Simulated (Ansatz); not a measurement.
# HfO+ (quartet): the correlation ladder, def2-TZVPP

An exercise on one series of results from a longer session: the logs are not shown, and one member is left open.

Computed with Ansatz 0.2.0, Gaussian basis. Level: def2-TZVPP, core rule «outside noble gas», up to 5 orbitals frozen.

To be run: UHF; CCSD(T) on ROHF; CCSD(T) on UHF; CCSDT(Q) on ROHF; CCSDT(Q) on UHF.

15 further runs of the same task are left out: 11 for a known fault of the program, 4 set aside as unsound or not needed.

## What is computed

The geometry is a PBE0/def2-TZVP stationary point (not a proven minimum) of the parent state, kept for this charge and spin. No spin-orbit coupling is included. Elements past krypton take def2 core potentials.

2 atoms, charge 1, spin multiplicity 4.

Atoms are counted from 1 here; the program's logs count them from 0.

Bond lengths: Hf1–O2 1.741 Å.

The first run:

Contents of in.yaml:

```yaml
crystal:
  periodic: [false, false, false]
  atoms:
    - {symbol: Hf, position_ang: [0.000000, 0.000000, 0.000000]}
    - {symbol: O, position_ang: [0.000000, 0.000000, 1.741200]}
basis:
  gaussian: {orbitals: def2-TZVPP}
total_charge: 1
magnetization: {spin_polarized: true, initial_magnetization: 3}
hamiltonian: {xc: hf}
output: {orbitals: {seedname: orbitals}}
```

Started as:

```sh
ansatz run in.yaml --threads 1 --pin off --events-out ev --progress --plain --max-ram 4096MiB --backend cpu
```

Among the steps run: UHF; CCSD(T) on ROHF; CCSD(T) on UHF; CCSDT(Q) on ROHF; CCSDT(Q) on UHF.

One of the session's tables, all rows but one given; the rest of the session is left out.

| method | from RCCSDT(Q) (kJ/mol) |
| --- | --- |
| ROHF | +654.8 |
| RMP2 | +54.3 |
| UMP2 | +49.3 |
| RCCSD | +25.7 |
| UCCSD | +19.7 |
| RCCSD(T) | +1.9 |
| UCCSD(T) | -5.9 |
| RCCSDT | +0.6 |
| UCCSDT | -7.5 |
| RCCSDT(Q) | 0 |
| UCCSDT(Q) | ? |

Q: Estimate the row for UCCSDT(Q) from the others.

The run gave: from RCCSDT(Q) (kJ/mol): -8.6. In the column «from RCCSDT(Q) (kJ/mol)» it is the lowest.

Left out of the table: UHF (another determinant or state than the rows shown).

Caveats from the session: Warnings: coupled cluster took another determinant than the lowest. Restricted and unrestricted rows rest on different reference determinants; where their highest levels disagree by more than a few hundredths of an eV, they describe different states and don't form one ladder.
